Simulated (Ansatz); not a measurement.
# C4H4Si (SMILES C#C[SiH2]C#C): revPBE/cc-pVDZ

Aim: the electronic atomisation energy of C4H4Si at revPBE/cc-pVDZ, from 4 runs. 

Program for the calculation: Ansatz 0.2.0.

42 further runs of the same task are left out: 42 set aside as unsound or not needed.

## Step 1: The system as given

C4H4Si: 9 atoms, total charge 0, spin state singlet. As SMILES, `C#C[SiH2]C#C`. The coordinates come from a PBE0-D4/def2-TZVP relaxation.

Bond lengths: C1–C2 1.205 Å, C2–Si3 1.821 Å, Si3–C4 1.821 Å, C4–C5 1.206 Å, C1–H6 1.066 Å, Si3–H7 1.481 Å, Si3–H8 1.481 Å, C5–H9 1.066 Å. Angles: C1–C2–Si3 179.3°, C2–Si3–C4 109.7°, Si3–C4–C5 179.3°, C2–C1–H6 179.8°, C2–Si3–H7 109.3°, C2–Si3–H8 109.3°, C4–Si3–H7 109.3°, C4–Si3–H8 109.3°, C4–C5–H9 179.8°, H7–Si3–H8 109.9°.

## Step 2: A single-point energy at revPBE/cc-pVDZ

run.yaml

```yaml
crystal:
  periodic: [false, false, false]
  atoms:
    - {symbol: C, position_ang: [1.986100, -0.068000, 1.693000]}
    - {symbol: C, position_ang: [1.245000, -0.318200, 0.775800]}
    - {symbol: Si, position_ang: [0.139500, -0.713800, -0.616400]}
    - {symbol: C, position_ang: [-1.252900, 0.459600, -0.648400]}
    - {symbol: C, position_ang: [-2.180600, 1.228700, -0.681700]}
    - {symbol: H, position_ang: [2.639600, 0.155600, 2.505100]}
    - {symbol: H, position_ang: [0.896100, -0.611400, -1.885800]}
    - {symbol: H, position_ang: [-0.384600, -2.089300, -0.450100]}
    - {symbol: H, position_ang: [-2.999800, 1.910300, -0.708600]}
basis:
  gaussian:
    orbitals: cc-pVDZ
hamiltonian:
  xc: {name: revPBE}
accuracy: high
output: {orbitals: {seedname: orbitals}}
```

Run with:

```console
ansatz run run.yaml --threads 1 --pin off --max-ram 3480MiB --events-out events.jsonl --progress --plain --runs-dir runs
```

The program printed:

```text
Warning: RAYON_NUM_THREADS=1 ignored (pool sized by the plan → 1); use --threads N
Functional definition: revPBE
  name "revPBE"
  parameter kappa = 1.245
  parameter beta = 0.06672455060314922
  exchange = pbe_x(kappa = kappa, mu = beta*pi^2/3)
  correlation = pbe_c(beta = beta)
2067 factors; integrals over basis functions are off by at most 4.4e-9 eV
mean field evaluation 1: about -12075.7131 eV, gradient 5.4e1 eV
mean field evaluation 2: about -12069.5611 eV, gradient 7.2e1 eV
mean field evaluation 4: about -12084.3148 eV, gradient 4.9e0 eV
mean field evaluation 8: about -12084.3668 eV, gradient 2.3e-1 eV
mean field evaluation 16: about -12084.3670 eV, gradient 3.2e-5 eV
mean field -12084.36697799 eV, -444.0922953630 hartree, gradient 2.1e-8 eV, S^2 0.000000; 0 other end points of the search recorded, 0 dependent functions left out
reference -12084.36698245 eV, -444.0922955267 hartree; 21, 21 occupied and 73, 73 virtual orbitals, 2067 factors
Total energy: -12084.36698245 eV, -444.0922955267 hartree
```

Wall time 2.4 s (1 thread of AMD EPYC 9R45 (Zen 5), shared host); peak memory 0.26 GiB.

## Step 3: The C atom at the same level

run.yaml

```yaml
crystal:
  periodic: [false, false, false]
  atoms:
    - {symbol: C, position_ang: [0.000000, 0.000000, 0.000000]}
basis:
  gaussian:
    orbitals: cc-pVDZ
hamiltonian:
  xc: {name: revPBE}
magnetization:
  spin_polarized: true
  initial_magnetization: 2
accuracy: high
```

Run with:

```console
ansatz run run.yaml --threads 1 --pin off --max-ram 3480MiB --events-out events.jsonl --progress --plain --runs-dir runs
```

The program printed:

```text
Warning: RAYON_NUM_THREADS=1 ignored (pool sized by the plan → 1); use --threads N
Functional definition: revPBE
  name "revPBE"
  parameter kappa = 1.245
  parameter beta = 0.06672455060314922
  exchange = pbe_x(kappa = kappa, mu = beta*pi^2/3)
  correlation = pbe_c(beta = beta)
96 factors; integrals over basis functions are off by at most 2.2e-9 eV
mean field evaluation 1: about -1029.4898 eV, gradient 4.6e0 eV
mean field evaluation 2: about -1029.5988 eV, gradient 2.3e0 eV
mean field evaluation 4: about -1029.6381 eV, gradient 2.3e-1 eV
mean field evaluation 8: about -1029.6381 eV, gradient 2.5e-5 eV
mean field evaluation 16: about -1029.5217 eV, gradient 4.1e0 eV
mean field evaluation 32: about -1029.6385 eV, gradient 6.3e-2 eV
mean field -1029.63814786 eV, -37.8385040201 hartree, gradient 2.7e-9 eV, S^2 2.002127; 2 other end points of the search recorded, 0 dependent functions left out
reference -1029.63815001 eV, -37.8385040991 hartree; 4, 2 occupied and 10, 12 virtual orbitals, 96 factors
Total energy: -1029.63815001 eV, -37.8385040991 hartree
```

Wall time 0.2 s (1 thread of AMD EPYC 9R45 (Zen 5), shared host).

## Step 4: The H atom at the same level

job.yaml

```yaml
basis:
  gaussian:
    orbitals: cc-pVDZ
crystal:
  periodic: [false, false, false]
  atoms:
    - {symbol: H, position_ang: [0.000000, 0.000000, 0.000000]}
magnetization:
  spin_polarized: true
  initial_magnetization: 1
hamiltonian:
  xc: {name: revPBE}
accuracy: high
```

Run with:

```console
ansatz run job.yaml --threads 1 --pin off --max-ram 3480MiB --events-out events.jsonl --progress --plain --runs-dir runs
```

The program printed:

```text
Warning: RAYON_NUM_THREADS=1 ignored (pool sized by the plan → 1); use --threads N
Functional definition: revPBE
  name "revPBE"
  parameter kappa = 1.245
  parameter beta = 0.06672455060314922
  exchange = pbe_x(kappa = kappa, mu = beta*pi^2/3)
  correlation = pbe_c(beta = beta)
15 factors; integrals over basis functions are off by at most 4.6e-8 eV
mean field evaluation 1: about -13.6910 eV, gradient 3.7e-1 eV
mean field evaluation 2: about -13.6908 eV, gradient 3.7e-1 eV
mean field evaluation 4: about -13.6925 eV, gradient 1.8e-5 eV
mean field evaluation 8: about -13.6925 eV, gradient 1.8e-10 eV
mean field -13.69253579 eV, -0.5031914091 hartree, gradient 1.4e-10 eV, S^2 0.750000; 0 other end points of the search recorded, 0 dependent functions left out
reference -13.69253803 eV, -0.5031914914 hartree; 1, 0 occupied and 4, 5 virtual orbitals, 15 factors
Total energy: -13.69253803 eV, -0.5031914914 hartree
```

Wall time 0.06 s (1 thread of AMD EPYC 9R45 (Zen 5), shared host).

## Step 5: The Si atom

in.yaml

```yaml
crystal:
  periodic: [false, false, false]
  atoms:
    - {symbol: Si, position_ang: [0.000000, 0.000000, 0.000000]}
basis:
  gaussian:
    orbitals: cc-pVDZ
magnetization:
  spin_polarized: true
  initial_magnetization: 2
hamiltonian:
  xc: {name: revPBE}
accuracy: high
```

Run the same way, it converges to -289.31204 Eh (log not shown).

## Step 6: Results

Level: revPBE/cc-pVDZ.

| quantity | value |
| --- | --- |
| molecule: total energy | -444.09230 Eh |
| molecule: HOMO energy | -6.81 eV |
| molecule: LUMO energy | -1.04 eV |
| molecule: HOMO–LUMO gap | 5.77 eV |
| C atom: total energy | -37.83850 Eh |
| C atom: ⟨S²⟩ | 2.002 |
| H atom: total energy | -0.50319 Eh |
| H atom: ⟨S²⟩ | 0.750 |
| Si atom: total energy | -289.31204 Eh |
| Si atom: ⟨S²⟩ | 2.004 |
| electronic atomisation energy | 38.463 eV |

**Reading.** Taking the molecule apart into free atoms costs 38.46 eV (3711 kJ/mol), before zero-point energy and without spin-orbit coupling.
